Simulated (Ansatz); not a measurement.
# Rb8Mg4H15: the cost of one run

Method: DFT PBEsol, plane waves, PAW, scalar-relativistic, no spin polarisation, in Ansatz 0.2.0.

## 1. The starting structure

The cell holds 27 atoms (H15Mg4Rb8): a = 8.267 Å, b = 6.398 Å, c = 11.237 Å, α = 90.00°, β = 90.00°, γ = 90.00°.

Its coordinates follow in the input file.

## 2. Run 1

270 steps of 0.5 fs under a Langevin thermostat at 1500 K.

input.yaml reads:

```yaml
crystal:
  lattice:
    - [8.267122, 0.0, 0.0]
    - [0.0, 6.397841, 0.0]
    - [0.0, 0.0, 11.236933]
  atoms:
    - { symbol: Rb, position: [0.162594, 0.25, 0.5849] }
    - { symbol: Rb, position: [0.662594, 0.25, 0.9151] }
    - { symbol: Rb, position: [0.837406, 0.75, 0.4151] }
    - { symbol: Rb, position: [0.337406, 0.75, 0.0849] }
    - { symbol: Rb, position: [0.493151, 0.25, 0.300136] }
    - { symbol: Rb, position: [0.993151, 0.25, 0.199864] }
    - { symbol: Rb, position: [0.506849, 0.75, 0.699864] }
    - { symbol: Rb, position: [0.006849, 0.75, 0.800136] }
    - { symbol: Mg, position: [0.227277, 0.25, 0.919729] }
    - { symbol: Mg, position: [0.727277, 0.25, 0.580271] }
    - { symbol: Mg, position: [0.772723, 0.75, 0.080271] }
    - { symbol: Mg, position: [0.272723, 0.75, 0.419729] }
    - { symbol: H, position: [0.304713, 0.487493, 0.844677] }
    - { symbol: H, position: [0.804713, 0.012507, 0.655323] }
    - { symbol: H, position: [0.195287, 0.512507, 0.344677] }
    - { symbol: H, position: [0.695287, 0.512507, 0.155323] }
    - { symbol: H, position: [0.195287, 0.987493, 0.344677] }
    - { symbol: H, position: [0.304713, 0.012507, 0.844677] }
    - { symbol: H, position: [0.804713, 0.487493, 0.655323] }
    - { symbol: H, position: [0.004755, 0.25, 0.920885] }
    - { symbol: H, position: [0.504755, 0.25, 0.579115] }
    - { symbol: H, position: [0.995245, 0.75, 0.079115] }
    - { symbol: H, position: [0.495245, 0.75, 0.420885] }
    - { symbol: H, position: [0.814903, 0.25, 0.427684] }
    - { symbol: H, position: [0.314903, 0.25, 0.072316] }
    - { symbol: H, position: [0.185097, 0.75, 0.572316] }
    - { symbol: H, position: [0.685097, 0.75, 0.927684] }
total_charge: -1
basis:
  ecutwfc: 420.0
kpoints:
  mp_grid: { grid: [1, 2, 1] }
hamiltonian:
  xc: pbesol
scf:
  occupations: { method: fermi_dirac, width: 0.05 }
  lower_state_search: "off"
md:
  timestep: 0.5
  n_steps: 270
  ensemble: nvt_langevin
  temperature: 1500.0
  initial_velocities: maxwell_boltzmann
  seed: 481687
  friction: 0.02
```

Launch:

```sh
ansatz run input.yaml --threads 1 --pin off --max-ram 3072MiB --backend cpu --events-out ev --progress --plain --runs-dir out
```

What time and memory should one allow on 1 thread of AMD EPYC 7R13 (Zen 3), shared host?

About 13 min, with a peak of 0.86 GiB.
